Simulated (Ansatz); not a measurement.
Consider cell relaxations under several functionals of AlFe₃C, space group Pm-3m (Ansatz 0.2.0 through its Python package).

`lattice_alfe3c.py`
```python
"""Relaxed cell of AlFe3C under several functionals."""

import warnings

import ansatz as az
import numpy as np

def edges_and_angles(cell):
    cell = np.asarray(cell)
    a, b, c = np.linalg.norm(cell, axis=1)
    cosines = cell[1] @ cell[2] / (b * c), cell[0] @ cell[2] / (a * c), cell[0] @ cell[1] / (a * b)
    return (a, b, c, *np.degrees(np.arccos(cosines)))

warnings.simplefilter("ignore", az.DeckWarning)

lattice = az.Lattice.of(
    (3.78977536, 0.0, 0.0),
    (0.0, 3.78977536, 0.0),
    (0.0, 0.0, 3.78977536),
)
sites = [
    ("Al", (0.0, 0.0, 0.0)),
    ("Fe", (0.0, 0.5, 0.5)),
    ("Fe", (0.5, 0.5, 0.0)),
    ("Fe", (0.5, 0.0, 0.5)),
    ("C", (0.5, 0.5, 0.5)),
]
structure = az.Crystal(lattice=lattice)
for symbol, position in sites:
    structure = structure.atom(symbol, position)
structure = structure.moments(Fe=3.5)

calculation = (
    structure.calculation()
    .kpoints(6)
    .occupations("fermi_dirac")  # the run then minimises F = E - TS
    .spin(az.SpinTreatment.COLLINEAR)  # spin-polarised run
    .relax(cell=True, force_tolerance=0.03, max_steps=100)  # relax until the tolerances are met
)

levels = [("pbesol", "d3bj"), ("pbesol", "none"), ("blyp", "d3bj")]
print("level            a       b       c    alpha   beta  gamma  V/atom  steps")
for name, dispersion in levels:
    seen = []
    run = calculation.functional(name, dispersion=dispersion).session().plan()
    res = run.execute(on_event=lambda e: seen.append(e) if e["event"] == "relax_step" else None)
    cell = res.lattice.cell_ang
    label = name if dispersion == "none" else f"{name}+{dispersion}"
    print("{:13s} {:7.4f} {:7.4f} {:7.4f} {:6.2f} {:6.2f} {:6.2f}".format(label, *edges_and_angles(cell)), f"{abs(np.linalg.det(cell)) / len(res.lattice.sites):7.3f} {len(seen):5d}")
```

Rank the levels of theory by the volume of the relaxed cell.

From smallest to largest: PBEsol+D3BJ (9.88 Å³ an atom, -9.3 % against the start), PBEsol (10.10 Å³ an atom, -7.3 % against the start) and BLYP+D3BJ (10.20 Å³ an atom, -6.3 % against the start). The spread is 3.3 % in volume.

The output:

```console
$ python lattice_alfe3c.py
level            a       b       c    alpha   beta  gamma  V/atom  steps
pbesol+d3bj    3.6686  3.6686  3.6686  90.00  90.00  90.00   9.875     8
pbesol         3.6957  3.6957  3.6957  90.00  90.00  90.00  10.095     7
blyp+d3bj      3.7089  3.7089  3.7089  90.00  90.00  90.00  10.204     8
```

Caveats:
- The magnetic order follows from the starting moments and needn't be the lowest.
- Forces vanish by symmetry, so the ions can't move, and the end may be a saddle.
- BLYP and dispersion corrections can be off by several per cent in the lattices of metals, and by several GPa in the pressure at a fixed cell.
- The mesh is modest for a metal, so energies can be off by several to tens of meV an atom and pressures by half a GPa or more; differences at equal mesh fare better.
- This cell is a computed structure, which may not be the phase found in nature.
- It ran for 2.5 min on 1 thread of Arm Neoverse V2 (shared host), peak memory 0.48 GiB.

(A comment or docstring line of the script was reworded after the run, the code is as it ran.)
